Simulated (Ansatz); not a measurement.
# AsH3NNa (SMILES N[AsH][Na]): one structure at several levels

A test off equilibrium: a structure displaced at random from a GFN2-xTB minimum is computed at several levels, and each is set against CCSD(T).

Computed with Ansatz 0.2.0, Gaussian basis. Level: single points in def2-TZVPP.

Cores are frozen in the correlated methods. Filled d shells of the heavier atoms are correlated. The outer core shell of Li, Na, Mg and K is correlated.

### 1 The starting structure

SMILES `N[AsH][Na]`, 6 atoms, charge 0, spin multiplicity 1.

Atoms are counted from 1 here; the program's logs count them from 0.

Bond lengths: N1–As2 1.818 Å, N1–H4 1.101 Å, N1–H5 0.979 Å, As2–Na3 2.698 Å, As2–H6 1.449 Å. Angles: As2–N1–H4 104.9°, As2–N1–H5 113.1°, H4–N1–H5 105.8°, N1–As2–Na3 84.2°, N1–As2–H6 93.9°, Na3–As2–H6 84.3°.

Coordinates:

```xyz
6
charge 0, multiplicity 1
N    -0.4540    0.2619   -0.6632
As    0.0426    0.2100    1.0850
Na    1.0147   -2.2261    0.4539
H    -1.5038   -0.0695   -0.6689
H    -0.4593    1.1679   -1.0341
H     1.3935    0.6597    0.8172
```

### 2 CCSD(T)/def2-TZVPP

run/in.yaml

```yaml
crystal:
  periodic: [false, false, false]
  atoms:
    - {symbol: N, position_ang: [-0.454000, 0.261900, -0.663200]}
    - {symbol: As, position_ang: [0.042600, 0.210000, 1.085000]}
    - {symbol: Na, position_ang: [1.014700, -2.226100, 0.453900]}
    - {symbol: H, position_ang: [-1.503800, -0.069500, -0.668900]}
    - {symbol: H, position_ang: [-0.459300, 1.167900, -1.034100]}
    - {symbol: H, position_ang: [1.393500, 0.659700, 0.817200]}
basis:
  gaussian: {orbitals: def2-TZVPP}
correlation: {method: ccsd_t}
output: {forces: true}
```

The command line of these runs was not kept.

### 3 PBE0-D4/def2-TZVPP

run/in.yaml, as its differences from that of step 2:

```diff
@@ -11,3 +11,3 @@
   gaussian: {orbitals: def2-TZVPP}
-correlation: {method: ccsd_t}
-output: {forces: true}
+hamiltonian: {xc: pbe0, dispersion: d4}
+output: {forces: true, orbitals: {seedname: orbitals}}
```

### 4 wB97M-V/def2-TZVPP

run/in.yaml, as its differences from that of step 3:

```diff
@@ -11,3 +11,3 @@
   gaussian: {orbitals: def2-TZVPP}
-hamiltonian: {xc: pbe0, dispersion: d4}
-output: {forces: true, orbitals: {seedname: orbitals}}
+hamiltonian: {xc: {name: wB97M-V}}
+output: {forces: true}
```

### 5 r2SCAN-D4/def2-TZVPP

run/in.yaml, as its differences from that of step 4:

```diff
@@ -11,3 +11,3 @@
   gaussian: {orbitals: def2-TZVPP}
-hamiltonian: {xc: {name: wB97M-V}}
+hamiltonian: {xc: r2scan, dispersion: d4}
 output: {forces: true}
```

### 6 PBE-D4/def2-TZVPP

run/in.yaml, as its differences from that of step 5:

```diff
@@ -11,3 +11,3 @@
   gaussian: {orbitals: def2-TZVPP}
-hamiltonian: {xc: r2scan, dispersion: d4}
+hamiltonian: {xc: pbe, dispersion: d4}
 output: {forces: true}
```

### 7 BLYP-D4/def2-TZVPP

run/in.yaml, as its differences from that of step 6:

```diff
@@ -11,3 +11,3 @@
   gaussian: {orbitals: def2-TZVPP}
-hamiltonian: {xc: pbe, dispersion: d4}
+hamiltonian: {xc: {name: BLYP}, dispersion: d4}
 output: {forces: true}
```

### 8 SPW92/def2-TZVPP

run/in.yaml, as its differences from that of step 7:

```diff
@@ -11,3 +11,3 @@
   gaussian: {orbitals: def2-TZVPP}
-hamiltonian: {xc: {name: BLYP}, dispersion: d4}
+hamiltonian: {xc: lda}
 output: {forces: true}
```

(Steps that only read results are left out.)

**Question.** What will these runs give? Wanted: energy less free atoms, CCSD(T)/def2-TZVPP; RMS force component; RMS force error; HOMO and LUMO, PBE0-D4; T1 diagnostic.

**Answer**, as computed:

| quantity | value |
| --- | --- |
| energy less free atoms, CCSD(T)/def2-TZVPP | -1364.1 kJ/mol |
| RMS force component | 1.496 to 1.636 eV/Å over the methods |
| RMS force error | PBE0-D4 0.112, wB97M-V 0.069, r2SCAN-D4 0.058, PBE-D4 0.167, BLYP-D4 0.180, SPW92 0.299 eV/Å |
| HOMO and LUMO, PBE0-D4 | -3.91 and -1.44 eV |
| T1 diagnostic | 0.012 |

What this shows: Against CCSD(T) the functionals' energies less atoms differ by -330.5 to -48.1 kJ/mol, PBE-D4 by -100.7 kJ/mol. A larger basis would deepen the CCSD(T) value, while the functionals are nearly converged already, so the order here is not reliable. On forces the order runs from r2SCAN-D4 to SPW92. Frozen-core CCSD(T) forces in triple zeta carry basis errors of their own, and this is one geometry, so small gaps rank nothing.
